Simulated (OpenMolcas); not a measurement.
# W⁵⁺ among point charges: CASSCF and CASPT2 levels and susceptibility

How does a field of 6 point charges split the states of W⁵⁺, and what χT follows?

The numbers are computed with OpenMolcas 26.06 (state-averaged CASSCF and CASPT2, spin-orbit coupling by RASSI with atomic mean-field integrals), except any that are marked as measured or tabulated.

## (1) Starting point

| Item | Value |
| --- | --- |
| Species | W⁵⁺ (tungsten, Z = 74, 69 electrons) |
| Basis | ANO-RCC-VDZP [7s6p4d2f1g], 68 functions |
| Scalar Hamiltonian | DKH2, point nucleus |
| Inactive shells | 1s 2s 2p 3s 3p 3d 4s 4p 4d 4f 5s 5p |
| Active space | 1 electron in 5 orbitals (5d) |
| Some configurations of this space | 5d |
| Orbitals | optimised for each spin and parity, averaged over all roots |

Outer shells as boxes (Hund's rule):

5d
```
5d [↑ ][  ][  ][  ][  ]
```

The ion sits among 6 point charges of -1.7 e arranged as an octahedron (Oh), 1.84 Å from the ion.

Each step is its own input file, run in one work folder so that later steps find the files of earlier ones. Labels, J, g values, rates, χT and fits are worked out afterwards by a script from the matrices that RASSI stores. The input lists half of the charges; inversion (Group=XYZ) makes the rest.

## (2) Basis and integrals

File a.inp:

```
&GATEWAY
Coord
1

W 0.0 0.0 0.0
Basis=ANO-RCC-VDZP
Group=XYZ
NoMove
AngMom=0.0 0.0 0.0
AMFI
XField
3 Angstrom 0
1.840000 0.000000 0.000000 -1.700000
0.000000 1.840000 0.000000 -1.700000
0.000000 0.000000 1.840000 -1.700000
&SEWARD
```

Run with:

```bash
> OMP_NUM_THREADS=1 MOLCAS_MEM=1689 MOLCAS_PROJECT=a pymolcas a.inp > a.log
```

Log:

```text
Basis set label: W.ANO-RCC...7S6P4D2F1G.

      Electronic valence basis set:
      ------------------
      Associated Effective Charge  74.000000 au
      Associated Actual Charge     74.000000 au
      Nuclear Model: Point charge

      Shell  nPrim  nBasis  Cartesian Spherical Contaminant
         s      24       7        X
         p      21       6        X
         d      15       4                 X
         f      11       2                 X
         g       4       1                 X
                  Relativistic Douglas-Kroll-Hess integrals:
                    - DKH order of Hamiltonian: 2
                    - DKH order of Properties : 0
                  Atomic mean-field integrals
```

## (3) Reference wave functions, doublets of even parity, 5 roots

File a.inp:

```
&RASSCF
FileOrb=start.orb
Symmetry=1
Spin=2
nActEl=1 0 0
Inactive=15 19
Ras2=5 0
CIRoot=5 5 1
SDav=5
CIMx=300
Iter=120 100
PrWF=0.3
OrbListing=Nothing
MaxOrb=0
>>> COPY $Project.JobIph JOB001
```

start.orb holds the contracted functions of the basis, ordered by shell, or the orbitals of the step before.

Log:

```text
Wave function specifications:
      -----------------------------

      Number of closed shell electrons          68
      Number of electrons in active shells       1
      Max number of holes in RAS1 space          0
      Max nr of electrons in RAS3 space          0
      Number of inactive orbitals               34
      Number of active orbitals                  5
      Number of secondary orbitals              29
      Spin quantum number                      0.5
      State symmetry                             1
Orbital specifications:
      -----------------------

      Symmetry species                           1   2
                                                ag  au
      Frozen orbitals                            0   0
      Inactive orbitals                         15  19
      Active orbitals                            5   0
      RAS1 orbitals                              0   0
      RAS2 orbitals                              5   0
      RAS3 orbitals                              0   0
      Secondary orbitals                        16  13
      Deleted orbitals                           0   0
      Number of basis functions                 36  32
      Number of CSFs                             5
      Number of root(s) required                 5
      Iter CI   SX   CI       RASSCF       Energy    max ROT     max BLB   max BLB  Level Ln srch  Step   QN
          iter iter root      energy       change     param      element    value   shift minimum  type update
 Nr of preliminary CI iterations:   1
      Total energies have been shifted. Add               -16000.00 au
        1   1    6    0  -136.97656394    0.00E+00   2.33E-01*  18  24 2 -3.10E-01*  0.48   0.00    SX    NO
        2   1    5    0  -137.11301144   -1.36E-01*  5.79E-02   11  27 2 -1.94E-01*  0.52   0.00    SX    NO
        3   1    5    0  -137.13027021   -1.73E-02*  3.16E-02   13  29 2  1.13E-01*  0.51   0.00    SX    NO
        4   1    5    0  -137.13486435   -4.59E-03*  7.28E-03   11  27 2 -7.89E-02*  0.53   0.00    SX    NO
        5   1    5    0  -137.13667591   -1.81E-03*  4.05E-03   13  29 2  5.26E-02*  0.52   0.60    QN   YES
        6   1    4    0  -137.13813313   -1.46E-03*  1.17E-03   13  29 2  1.36E-03*  0.53   1.03    QN   YES
        7   1    4    0  -137.13813602   -2.90E-06*  4.18E-04   17  23 2  1.81E-04*  0.53   1.20    QN   YES
        8   1    3    0  -137.13813620   -1.78E-07*  3.90E-05   11  27 2 -4.72E-05   0.53   1.10    QN   YES
        9   1    3    0  -137.13813620   -3.16E-09   2.39E-06   19  22 2 -6.21E-06   0.53   1.07    QN   YES
      Convergence after  9 iterations
       10   1    3    0  -137.13813620   -1.09E-11   2.39E-06   17  20 2 -1.09E-06   0.53   1.07    QN   YES
      Natural orbitals and occupation numbers for root  1
      sym 1:   0.000000  -0.000000   0.000000   1.000000   0.000000
      Natural orbitals and occupation numbers for root  2
      sym 1:   1.000000   0.000000   0.000000   0.000000   0.000000
      Natural orbitals and occupation numbers for root  3
      sym 1:  -0.000000   1.000000  -0.000000  -0.000000   0.000000
::    RASSCF root number  1 Total energy: -16137.16900663
::    RASSCF root number  2 Total energy: -16137.16900663
::    RASSCF root number  3 Total energy: -16137.16900663
::    RASSCF root number  4 Total energy: -16137.09183057
::    RASSCF root number  5 Total energy: -16137.09183057
```

## (4) State interaction with spin-orbit coupling

File a.inp:

```
&RASSI
NrOfJobIphs=1 5
1 2 3 4 5
IphNames
JOB001
EJob
SpinOrbit
DIPRint=1.0
SOCoupling=1000.0
Subsets=2
Property=9
'ANGMOM' 1 'ANGMOM' 2 'ANGMOM' 3 'MLTPL  1' 1 'MLTPL  1' 2 'MLTPL  1' 3
'AMFI' 1 'AMFI' 2 'AMFI' 3
SOProperty=3
'ANGMOM' 1 'ANGMOM' 2 'ANGMOM' 3
```

Log:

```text
SPIN-FREE ENERGIES:
  (Shifted by EMIN (a.u.) =     -16137.1690066289)

 SF State       Relative EMIN(au)   Rel lowest level(eV)    D:o, cm**(-1)      L_eff

     1             0.0000000000        0.0000000000              0.0000         2.0
     2             0.0000000000        0.0000000000              0.0000         2.0
     3             0.0000000000        0.0000000000              0.0000         2.0
     4             0.0771760622        2.1000676378          16938.1878         2.0
     5             0.0771760622        2.1000676378          16938.1878         2.0
     Dipole printing threshold changed to   1.00000000E+00
Eigenvalues of complex Hamiltonian:
   -----------------------------------
  (Shifted by EMIN (a.u.) =     -16137.1690066289)

 SO State       Relative EMIN(au)   Rel lowest level(eV)    D:o, cm**(-1)     J-value

     1            -0.0136356849        0.0000000001              0.0000         1.4
     2            -0.0136356849        0.0000000001              0.0000         1.3
     3            -0.0136356849        0.0000000000              0.0000         1.2
     4            -0.0136356849        0.0000000000              0.0000         1.4
     5             0.0165881737        0.8224330913           6633.3702         2.0
     6             0.0165881737        0.8224330913           6633.3702         2.0
     7             0.0825176603        2.6164658141          21103.2200         1.8
     8             0.0825176603        2.6164658142          21103.2200         1.8
     9             0.0825176603        2.6164658141          21103.2200         1.8
    10             0.0825176603        2.6164658142          21103.2200         1.8
Weights of the five most important spin-orbit-free states for each spin-orbit state.

 SO State  Total energy (au)           Spin-free states, spin, and weights
 -------------------------------------------------------------------------------------------------------
    1        -0.013636       2 0.5  0.3406    3 0.5  0.3345    1 0.5  0.2694    4 0.5  0.0298    5 0.5  0.0258
    2        -0.013636       2 0.5  0.3969    3 0.5  0.3371    1 0.5  0.2104    4 0.5  0.0295    5 0.5  0.0260
    3        -0.013636       1 0.5  0.3603    3 0.5  0.2949    2 0.5  0.2892    5 0.5  0.0297    4 0.5  0.0258
    4        -0.013636       1 0.5  0.4191    3 0.5  0.2928    2 0.5  0.2326    5 0.5  0.0295    4 0.5  0.0260
    5         0.016588       1 0.5  0.3333    3 0.5  0.3333    2 0.5  0.3333    5 0.5  0.0000    4 0.5  0.0000
    6         0.016588       1 0.5  0.3333    3 0.5  0.3333    2 0.5  0.3333    4 0.5  0.0000    5 0.5  0.0000
    7         0.082518       4 0.5  0.4771    5 0.5  0.4673    2 0.5  0.0224    3 0.5  0.0208    1 0.5  0.0123
    8         0.082518       5 0.5  0.4770    4 0.5  0.4675    1 0.5  0.0247    3 0.5  0.0163    2 0.5  0.0146
    9         0.082518       4 0.5  0.4770    5 0.5  0.4675    2 0.5  0.0224    3 0.5  0.0207    1 0.5  0.0124
   10         0.082518       5 0.5  0.4771    4 0.5  0.4674    1 0.5  0.0247    3 0.5  0.0162    2 0.5  0.0146
 -------------------------------------------------------------------------------------------------------
```

These steps took 1.4 s in all on 1 thread of Intel Xeon Gold 6455B (Sapphire Rapids), shared host.

Spin-free states, with their symmetry labels:

| state | degeneracy | E (cm-1) | free-ion L (%) |
| --- | --- | --- | --- |
| 2T2 | 3 | 0 | D (100) |
| 2E | 2 | 16938 | D (100) |

With spin-orbit coupling:

| E (cm-1) | Degeneracy | Label | 2S+1 | g |
| --- | --- | --- | --- | --- |
| 0.0 | 4 | Γ8 | 2 |  |
| 6633 | 2 | Γ7 | 2 | 2.00 2.00 2.00 |
| 21103 | 4 | Γ8 | 2 |  |

Principal g values are given for doublets only; a zero marks a field direction without first-order Zeeman splitting.

Powder χT (cm³ K/mol): 0.09 at 2 K, 0.09 at 5 K, 0.09 at 10 K, 0.09 at 20 K, 0.09 at 50 K, 0.10 at 100 K, 0.10 at 150 K, 0.10 at 200 K, 0.11 at 250 K, 0.11 at 300 K.

A ligand-field fit to the states below 45000 cm-1 gives 10Dq = 16938 cm-1, the gap between the two states.

## (5) CASPT2: IPEA 0.25, imaginary shift 0.1 (closed shells correlated: 4f 5s 5p)

File a.inp:

```
>>> COPY JOB001 $Project.JobIph
&CASPT2
Multistate=5 1 2 3 4 5
NoMult
Frozen=14 9
IPEA=0.25
Imaginary=0.1
MaxIter=60
WThr=0.0 0.3 0.05
PrWF=0.5
NoMix
```

Log:

```text
Orbital specifications:
      -----------------------

      Symmetry species                           1   2
                                                ag  au
      Frozen orbitals                           14   9
      Inactive orbitals                          1  10
      Active orbitals                            5   0
      Secondary orbitals                        16  13
      Deleted orbitals                           0   0
      Number of basis functions                 36  32
Type of calculation                        SS-CASPT2
      Fock operator                              state-specific
      IPEA shift                                 0.25
      Real shift                                 0.00
      Imaginary shift                            0.10
      The input orbitals will be transformed to quasi-canonical
Reference energy:      -16137.1690066289
      E2 (Non-variational):      -0.7271897979
      Shift correction:          -0.0000985395
      E2 (Variational):          -0.7272883375
      Total energy:          -16137.8962949664
      Residual norm:              0.0000001312
      Reference weight:           0.93093
      Contributions to the CASPT2 correlation energy
      Active & Virtual Only:          0.0000000000
      One Inactive Excited:          -0.0431052639
      Two Inactive Excited:          -0.6840845341
Reference energy:      -16137.1690066289
      E2 (Non-variational):      -0.7271930773
      Shift correction:          -0.0000985451
      E2 (Variational):          -0.7272916225
      Total energy:          -16137.8962982514
      Residual norm:              0.0000001315
      Reference weight:           0.93093
      Contributions to the CASPT2 correlation energy
      Active & Virtual Only:          0.0000000000
      One Inactive Excited:          -0.0431056207
      Two Inactive Excited:          -0.6840874567
::    CASPT2 Root  1     Total energy: -16137.89629497
::    CASPT2 Root  2     Total energy: -16137.89629825
::    CASPT2 Root  3     Total energy: -16137.89629793
::    CASPT2 Root  4     Total energy: -16137.81912722
::    CASPT2 Root  5     Total energy: -16137.81909389
```

This run: 0.66 s of run time, 1 thread of Intel Xeon Gold 6455B (Sapphire Rapids), shared host.

SS-CASPT2: lowest energy less the reference's lowest, -0.7273 hartree; reference weights 0.931.

Spin-free states, with their symmetry labels:

| state | degeneracy | E (cm-1) | free-ion L (%) |
| --- | --- | --- | --- |
| 2T2 | 3 | 0 | D (100) |
| 2E | 2 | 16940 | D (100) |

With spin-orbit coupling:

| E (cm-1) | Degeneracy | Label | 2S+1 | g |
| --- | --- | --- | --- | --- |
| 0 | 4 | Γ8 | 2 |  |
| 6630 | 2 | Γ7 | 2 | 2.00 2.00 2.00 |
| 21110 | 4 | Γ8 | 2 |  |

Powder χT (cm³ K/mol): 0.09 at 2 K, 0.09 at 5 K, 0.09 at 10 K, 0.09 at 20 K, 0.09 at 50 K, 0.10 at 100 K, 0.10 at 150 K, 0.10 at 200 K, 0.11 at 250 K, 0.11 at 300 K.

A ligand-field fit to the states below 45000 cm-1 gives 10Dq = 16940 cm-1, the gap between the two states.

## (6) The methods side by side

A. CASSCF
B. SS-CASPT2, IPEA 0.25, imaginary shift 0.1 (closed shells correlated: 4f 5s 5p)

| method | ground state | first state of that spin (cm-1) | first gap with spin-orbit (cm-1) | χT at 300 K |
| --- | --- | --- | --- | --- |
| A | 2T2 | 2E 16940 | 6633.4 | 0.11 |
| B | 2T2 | 2E 16940 | 6633.2 | 0.11 |

## (7) Outcome

| quantity | value |
| --- | --- |
| method | SS-CASPT2, IPEA 0.25, imaginary shift 0.1 (closed shells correlated: 4f 5s 5p) |
| spin-free ground state | 2T2, 3-fold in its orbital part |
| first state of the same spin within the active space | 2E at 16900 cm⁻¹ |
| lowest level | 4-fold Γ8 |
| next level | 6633.2 cm⁻¹ |
| χT at 300 K | 0.11 cm³ K/mol |
| effective moment at 300 K | 0.94 μB |

Cost by method:

| method | time of its own steps | time with the reference |
| --- | --- | --- |
| A. CASSCF | 1.4 s | 1.4 s |
| B. SS-CASPT2, IPEA 0.25, imaginary shift 0.1, +4f 5s 5p | 0.66 s | 2.1 s |

Times are of one thread on a shared host.

**Reading.** The spin-free ground state (2T2) comes to 100 % from free-ion D terms and keeps the highest spin of the shell. χT at 300 K is 0.11, against 0.38 cm³ K/mol for the spin alone, so orbital moment lowers it. A ligand-field fit to the states below 45000 cm-1 gives 10Dq = 16940 cm-1, the gap between the two states. The field of point charges can differ much from that of real complexes. This is an electrostatic model: the charges have no orbitals.
